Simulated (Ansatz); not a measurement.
# CHGeP+ (quartet): the correlation ladder, cc-pVDZ

The task here is to estimate one member of a computed series from the others.

Method: cc-pVDZ, core rule «outside noble gas», up to 20 orbitals frozen; program: Ansatz 0.2.0, Gaussian basis.

The runs, in order: UHF; CCSD(T) on ROHF; CCSD(T) on UHF; BCCD(T) on ROHF; CISD; CCSDT(Q) on ROHF; CCSDT(Q) on UHF.

21 further runs of the same task are left out: 9 that didn't finish, 12 set aside as unsound or not needed.

## What is computed

The geometry is a PBE0/def2-TZVP stationary point (not a proven minimum) of the parent state, kept for this charge and spin. No spin-orbit coupling is included. The filled d shell of Ge may be among the frozen orbitals whatever the setting's name suggests; the logs give the count.

4 atoms, charge 1, spin multiplicity 4.

Atoms are counted from 1 here; the program's logs count them from 0.

Bond lengths: C1–Ge2 1.748 Å, C1–H4 1.078 Å, Ge2–P3 2.082 Å. Angles: Ge2–C1–H4 152.2°, C1–Ge2–P3 162.6°.

The first run:

in.yaml reads:

```yaml
crystal:
  periodic: [false, false, false]
  atoms:
    - {symbol: C, position_ang: [0.000000, -0.284291, 2.059111]}
    - {symbol: Ge, position_ang: [0.000000, 0.088210, 0.351243]}
    - {symbol: P, position_ang: [0.000000, -0.096781, -1.723012]}
    - {symbol: H, position_ang: [0.000000, 0.004635, 3.097890]}
basis:
  gaussian: {orbitals: cc-pVDZ}
total_charge: 1
magnetization: {spin_polarized: true, initial_magnetization: 3}
hamiltonian: {xc: hf}
output: {orbitals: {seedname: orbitals}}
```

Command:

```
$ ansatz run in.yaml --threads 1 --pin off --events-out ev --progress --plain --max-ram 2393MiB
```

Among the steps run: UHF; CCSD(T) on ROHF; CCSD(T) on UHF; BCCD(T) on ROHF; CISD; CCSDT(Q) on ROHF; CCSDT(Q) on UHF.

One of the session's tables, all rows but one given; the rest of the session is left out.

| method | from RCCSDT(Q) (kJ/mol) |
| --- | --- |
| UHF | +747.0 |
| RMP2 | ? |
| UMP2 | +179.5 |
| RCCSD | +47.4 |
| UCCSD | +41.5 |
| RCCSD(T) | +8.9 |
| UCCSD(T) | +10.8 |
| BCCD(T) | +9.6 |
| RCCSDT | +4.1 |
| UCCSDT | +2.9 |
| RCCSDT(Q) | 0 |
| UCCSDT(Q) | -0.4 |

Estimate the missing values for RMP2.

As computed: from RCCSDT(Q) (kJ/mol): +139.8. In the column «from RCCSDT(Q) (kJ/mol)» it lies between RCCSD (+47.4) and UMP2 (+179.5).

Not comparable, so not listed: CISD (they don't share determinant, frozen orbitals or solution with the rows shown, or repeat one).

Limits of these values: The report flags that the cluster equations may have other roots. Left out of the table: ROHF (another determinant or state than the rows shown). The program flags RCCSD(T), BCCD(T), RCCSDT(Q) as in doubt, so the zero of the table is itself unsure. Warnings: spin contamination; coupled cluster took another determinant than the lowest; large T1 diagnostic. Restricted and unrestricted rows rest on different reference determinants; where their highest levels disagree by more than a few hundredths of an eV, they describe different states and don't form one ladder.
